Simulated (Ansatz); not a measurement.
# SiSnTe3: the cost of one run

Method: DFT PBE, scalar-relativistic, plane waves, PAW, in Ansatz 0.2.0.

## (1) The system as given

The structure is cubic, space group Pm-3m (No. 221). Conventional cell: a = 4.956 Å, b = 4.956 Å, c = 4.956 Å, α = 90.00°, β = 90.00°, γ = 90.00°. Around Si (site symmetry m-3m) lie 6 Te at 2.48 Å. Around Sn (site symmetry m-3m) lie 12 Te at 3.50 Å. Te (site symmetry 4/mmm) has 2 Si at 2.48 Å and 4 Sn at 3.50 Å and 8 Te at 3.50 Å in its first shell of neighbours.

Structure file:

```
Si Sn Te
1.0
     4.95599    0.00000    0.00000
     0.00000    4.95599    0.00000
     0.00000    0.00000    4.95599
Si Sn Te
1 1 3
Direct
  0.50000 0.50000 0.50000
  0.00000 0.00000 0.00000
  0.00000 0.50000 0.50000
  0.50000 0.00000 0.50000
  0.50000 0.50000 0.00000
```

A structure generator made this guess: species swapped into a database cell of KCoF3 (Pm-3m, No. 221), with Sn on the K sites, Si on the Co sites and Te on the F sites. Lengths come from tabulated atomic sizes and are only a guess.

## (2) The guess as it stands, on a coarse mesh

Input file input.yaml:

```yaml
crystal:
  lattice:
    - [4.95598741, 0.0, 0.0]
    - [0.0, 4.95598741, 0.0]
    - [0.0, 0.0, 4.95598741]
  atoms:
    - { symbol: Si, position: [0.5, 0.5, 0.5] }
    - { symbol: Sn, position: [0.0, 0.0, 0.0] }
    - { symbol: Te, position: [0.0, 0.5, 0.5] }
    - { symbol: Te, position: [0.5, 0.0, 0.5] }
    - { symbol: Te, position: [0.5, 0.5, 0.0] }
basis:
  ecutwfc: 420
kpoints:
  mp_grid: { grid: [4, 4, 4] }
hamiltonian:
  xc: pbe
scf:
  occupations: { method: gaussian, width: 0.1 }
  lower_state_search: "off"
output:
  forces: true
  stress: true
  eigenvalues: true
```

Run with:

```console
> ansatz run input.yaml --threads 1 --pin off --max-ram 2560MiB --backend cpu --events-out ev --progress --plain --runs-dir out
```

Q: Estimate wall time and peak memory on 1 thread of Intel Xeon at 2.50GHz (Skylake/Cascade Lake), shared host.

About 7.7 s, with a peak of 0.41 GiB.
